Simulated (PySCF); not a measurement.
**C2H7NSi (SMILES C=C[SiH2]N): levels of theory compared**

Aim: a comparison of 5 runs (HF/def2-SVP, B3LYP/6-31G*, B3LYP/def2-SVP, PBE0/def2-SVP, CCSD(T)/def2-SVPD) of C2H7NSi. The job is set up through a Python script.

The results are computed with PySCF 2.14.0.

## (1) The structure to begin with

The species is C2H7NSi (11 atoms), meant as a singlet with charge 0. SMILES: `C=C[SiH2]N`. The shape is that of a PBE0-D4/def2-TZVP optimisation. This is one conformer, not always the lowest.

Bond lengths: C1–C2 1.330 Å, C2–Si3 1.865 Å, Si3–N4 1.715 Å, C1–H5 1.087 Å, C1–H6 1.087 Å, C2–H7 1.091 Å, Si3–H8 1.488 Å, Si3–H9 1.488 Å, N4–H10 1.006 Å, N4–H11 1.006 Å. Some angles: C1–C2–Si3 123.1°, C2–Si3–N4 114.9°, C1–C2–H7 118.1°, Si3–C2–H7 118.8°, C2–C1–H5 122.6°, C2–C1–H6 121.2°, C2–Si3–H8 108.4°, C2–Si3–H9 108.4°, N4–Si3–H8 107.9°, N4–Si3–H9 108.0°.

## (2) Energy and gradient at HF/def2-SVP (run 1)

Contents of input.xyz:

```xyz
11
C2H7NSi
C     -0.676100     1.337000    -0.945000
C      0.089300     1.208600     0.135100
Si     0.596500    -0.444500     0.832600
N      0.002900    -1.803700    -0.028600
H     -0.967100     2.304600    -1.344700
H     -1.046800     0.465600    -1.479100
H      0.433000     2.116700     0.631600
H      0.099500    -0.536600     2.232600
H      2.083200    -0.516700     0.836000
H      0.404900    -2.086000    -0.906300
H     -0.953800    -2.102100     0.056300
```

Contents of run.py:

```python
# C=C[SiH2]N
import pyscf.grad
from pyscf import gto, scf

mol = gto.Mole()
mol.atom = 'input.xyz'
mol.spin = 0
mol.basis = 'def2-svp'
mol.max_memory = 1860
mol.verbose = 4
mol.build()

calc0 = scf.RHF(mol)
calc0.conv_tol = 1e-10
calc0.kernel()
if not calc0.converged:
    calc0 = calc0.newton().run(calc0.mo_coeff, calc0.mo_occ)

e_tot = calc0.e_tot
print('Final energy', e_tot)
grad = calc0.Gradients().kernel()
dip = calc0.dip_moment()
pop, q = calc0.mulliken_pop()
```

Run with:

```console
$ OMP_NUM_THREADS=1 python run.py
```

What it wrote:

```text
PySCF version 2.14.0

[... 67 lines left out ...]
converged SCF energy = -423.006841250629
Final energy -423.0068412506293
[... 11 lines left out ...]
Dipole moment(X, Y, Z, Debye): -0.90333, -0.09821, -1.27952
[... 107 lines left out ...]
charge of   10H =      0.14856
```

Run time: 8.4 s. Hardware: 1 thread of Intel Xeon at 2.70GHz, shared host; peak memory 0.2 GiB.

## (3) Energy and forces at B3LYP/6-31G(d) (Cartesian functions) (run 2)

Contents of job.py:

```python
import pyscf.grad
from pyscf import gto, dft

molecule = gto.Mole()
molecule.atom = '''
C   -0.676100   1.337000  -0.945000
C    0.089300   1.208600   0.135100
Si   0.596500  -0.444500   0.832600
N    0.002900  -1.803700  -0.028600
H   -0.967100   2.304600  -1.344700
H   -1.046800   0.465600  -1.479100
H    0.433000   2.116700   0.631600
H    0.099500  -0.536600   2.232600
H    2.083200  -0.516700   0.836000
H    0.404900  -2.086000  -0.906300
H   -0.953800  -2.102100   0.056300
'''
molecule.basis = '6-31g*'
molecule.charge = 0
molecule.spin = 0
molecule.cart = True
molecule.verbose = 4
molecule.max_memory = 1860
molecule.build()

calc0 = dft.RKS(molecule)
calc0.xc = 'b3lyp'
calc0.grids.level = 5
calc0.conv_tol = 1e-10
calc0.kernel()
if not calc0.converged:
    calc0 = calc0.newton().run(calc0.mo_coeff, calc0.mo_occ)

etot = calc0.e_tot
print(f'total energy: {etot:.8f} hartree')
grad = calc0.Gradients().kernel()
calc0.analyze()
```

Run with:

```console
$ OMP_NUM_THREADS=1 python job.py
```

What it wrote:

```text
PySCF version 2.14.0

[... 103 lines left out ...]
MO #1   energy= -66.1270723628478  occ= 2
[... 10 lines left out ...]
MO #12  energy= -0.516027093028905 occ= 2
[... 10 lines left out ...]
MO #23  energy= 0.0943112904756802 occ= 0
[... 10 lines left out ...]
MO #34  energy= 0.344234378421827  occ= 0
[... 10 lines left out ...]
MO #45  energy= 0.808686420067169  occ= 0
[... 10 lines left out ...]
MO #56  energy= 1.15358292618567   occ= 0
[... 10 lines left out ...]
MO #67  energy= 2.1296371200858    occ= 0
[... 10 lines left out ...]
MO #78  energy= 4.27551316951225   occ= 0
[... 92 lines left out ...]
Dipole moment(X, Y, Z, Debye): -0.88252, -0.15254, -1.25083
```

Run time: 47 s. Hardware: 1 thread of Intel Xeon at 2.70GHz, shared host; peak memory 0.8 GiB.

Runs 3 to 4 aren't shown in full; the table further down has their settings and results.

## (4) The energy at CCSD(T)/def2-SVPD (run 5)

Contents of input.py:

```python
from pyscf import gto, cc

mol = gto.M(
    atom='''
C   -0.676100   1.337000  -0.945000
C    0.089300   1.208600   0.135100
Si   0.596500  -0.444500   0.832600
N    0.002900  -1.803700  -0.028600
H   -0.967100   2.304600  -1.344700
H   -1.046800   0.465600  -1.479100
H    0.433000   2.116700   0.631600
H    0.099500  -0.536600   2.232600
H    2.083200  -0.516700   0.836000
H    0.404900  -2.086000  -0.906300
H   -0.953800  -2.102100   0.056300
''',
    verbose=4,
    max_memory=1860,
    basis='def2-svpd',
    charge=0,
)

calc0 = mol.RHF()
calc0.conv_tol = 1e-10
calc0.kernel()
if not calc0.converged:
    calc0 = calc0.newton().run(calc0.mo_coeff, calc0.mo_occ)

mycc = cc.CCSD(calc0, frozen=8)
mycc.kernel()
e_t = mycc.ccsd_t()
e_tot = mycc.e_tot + e_t
print('E(%s) = %.9f' % ('CCSD(T)', e_tot))
calc0.analyze()
```

Run with:

```console
$ OMP_NUM_THREADS=1 python input.py
```

What it wrote:

```text
PySCF version 2.14.0

[... 99 lines left out ...]
Nuclear Repulsion Energy =             159.293227944905368
[... 19 lines left out ...]
MO #14  energy= -0.627458799339307 occ= 2
[... 17 lines left out ...]
MO #32  energy= 0.254884806732916  occ= 0
[... 17 lines left out ...]
MO #50  energy= 0.447642413716782  occ= 0
[... 17 lines left out ...]
MO #68  energy= 0.641736644246561  occ= 0
[... 17 lines left out ...]
MO #86  energy= 1.1039586887192    occ= 0
[... 17 lines left out ...]
MO #104 energy= 1.75626206058771   occ= 0
[... 17 lines left out ...]
MO #122 energy= 2.41551847480685   occ= 0
[... 17 lines left out ...]
MO #140 energy= 3.87330153308467   occ= 0
[... 154 lines left out ...]
Dipole moment(X, Y, Z, Debye): -0.84748,  0.02568, -1.19894
```

It took 3.1 min on 1 thread of Intel Xeon at 2.70GHz, shared host; peak memory 2.2 GiB.

## (5) Overview of the runs

```
run                               level  Cartesian functions  integration grid  energy (Eh)  dipole moment (D) of the reference  HOMO energy (eV)  LUMO energy (eV)  wall time
  1                         HF/def2-SVP                   no                 –  -423.006841                                1.57            -10.17              3.94      8.4 s
  2  B3LYP/6-31G* (Cartesian functions)                  yes                 5  -424.664622                                1.54             -6.75              0.13       47 s
  3                      B3LYP/def2-SVP                   no                 5  -424.496691                                1.44             -6.87             -0.17       58 s
  4                       PBE0/def2-SVP                   no                 5  -424.186196                                1.47             -7.16              0.00       37 s
  5                   CCSD(T)/def2-SVPD                   no                 –  -423.656296                                1.47            -10.22              2.45    3.1 min
```

## (6) Results

| quantity | value |
| --- | --- |
| run 5: total energy | -423.65630 Eh |
| run 5: dipole moment (Hartree–Fock density) | 1.47 D |
| run 5: HOMO energy (Hartree–Fock orbitals) | -10.22 eV |
| run 5: LUMO energy (Hartree–Fock orbitals) | 2.45 eV |
| run 5: HOMO–LUMO gap (Hartree–Fock orbitals) | 12.67 eV |
| run 5: correlation energy (8 core orbitals frozen) | -638.5 mEh |
| run 5: (T) correction | -21.59 mEh |
| run 5: T1 diagnostic | 0.011 |

**Reading.** Over runs 1, 2, 3, 4 the dipole moment (its size) runs from 1.44 D (B3LYP/def2-SVP) to 1.57 D (HF/def2-SVP). Over runs 1, 2, 3, 4 the HOMO–LUMO gap runs from 6.71 eV (B3LYP/def2-SVP) to 14.11 eV (HF/def2-SVP). Exact exchange widens orbital gaps. Totals of different functionals can't be ranked against each other. All runs together took 5.6 min, the longest 3.1 min.
